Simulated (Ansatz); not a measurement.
# IrRu5: the cost of one run

Program: Ansatz 0.2.0. Level of theory: DFT PBE, scalar-relativistic, plane waves, PAW. These are calculated values, not measurements.

## Step 1: Starting point

The structure is hexagonal, space group P-6m2 (No. 187). Conventional cell: a = 2.706 Å, b = 2.706 Å, c = 12.780 Å, α = 90.00°, β = 90.00°, γ = 120.00°. Ru (site symmetry 3m) has 9 Ru at 2.64 to 2.71 Å and 3 Ir at 2.64 Å in its first shell of neighbours. Ru (site symmetry -6m2) is surrounded by 12 Ru at 2.64 to 2.71 Å. Ru (site symmetry 3m) has 12 Ru at 2.64 to 2.71 Å in its first shell of neighbours. Ir (site symmetry -6m2) has 6 Ru at 2.64 Å and 6 Ir at 2.71 Å in its first shell of neighbours.

Structure file:

```cif
data_structure
_symmetry_space_group_name_H-M 'P-6m2'
_symmetry_Int_Tables_number 187
_cell_length_a 2.7065
_cell_length_b 2.7065
_cell_length_c 12.7797
_cell_angle_alpha 90.000
_cell_angle_beta 90.000
_cell_angle_gamma 120.000
_cell_volume 81.07
loop_
_atom_site_label
_atom_site_type_symbol
_atom_site_symmetry_multiplicity
_atom_site_Wyckoff_symbol
_atom_site_fract_x
_atom_site_fract_y
_atom_site_fract_z
_atom_site_occupancy
Ru1 Ru 2 h 0.33333 0.66667 0.83333 1
Ru2 Ru 1 d 0.33333 0.66667 0.50000 1
Ru3 Ru 2 i 0.66667 0.33333 0.33333 1
Ir1 Ir 1 e 0.66667 0.33333 0.00000 1
```

The start is an ordering of an alloy on its end members' structure types: elements ordered on the sites of the Y type, Ru/Ir on Y (P-6m2, No. 187).

## Step 2: Probe: one point on a coarse mesh

input.yaml reads:

```yaml
crystal:
  lattice:
    - [2.70645434, 0.0, 0.0]
    - [-1.35322717, 2.34385821, 0.0]
    - [0.0, 0.0, 12.779744]
  atoms:
    - { symbol: Ru, position: [0.33333333, 0.66666667, 0.83333333] }
    - { symbol: Ru, position: [0.33333333, 0.66666667, 0.16666667] }
    - { symbol: Ru, position: [0.33333333, 0.66666667, 0.5] }
    - { symbol: Ru, position: [0.66666667, 0.33333333, 0.33333333] }
    - { symbol: Ru, position: [0.66666667, 0.33333333, 0.66666667] }
    - { symbol: Ir, position: [0.66666667, 0.33333333, 0.0] }
basis:
  ecutwfc: 420
kpoints:
  mp_grid: { grid: [6, 6, 2] }
hamiltonian:
  xc: pbe
scf:
  occupations: { method: gaussian, width: 0.1 }
  lower_state_search: "off"
output:
  forces: true
  stress: true
  eigenvalues: true
```

The run is started by

```bash
> ansatz run input.yaml --threads 1 --pin off --max-ram 2560MiB --backend cpu --events-out ev --progress --plain --runs-dir out
```

What time and memory should one allow on 1 thread of Intel Xeon at 2.50GHz (Skylake/Cascade Lake), shared host?

About 9.9 s, with a peak of 0.36 GiB.
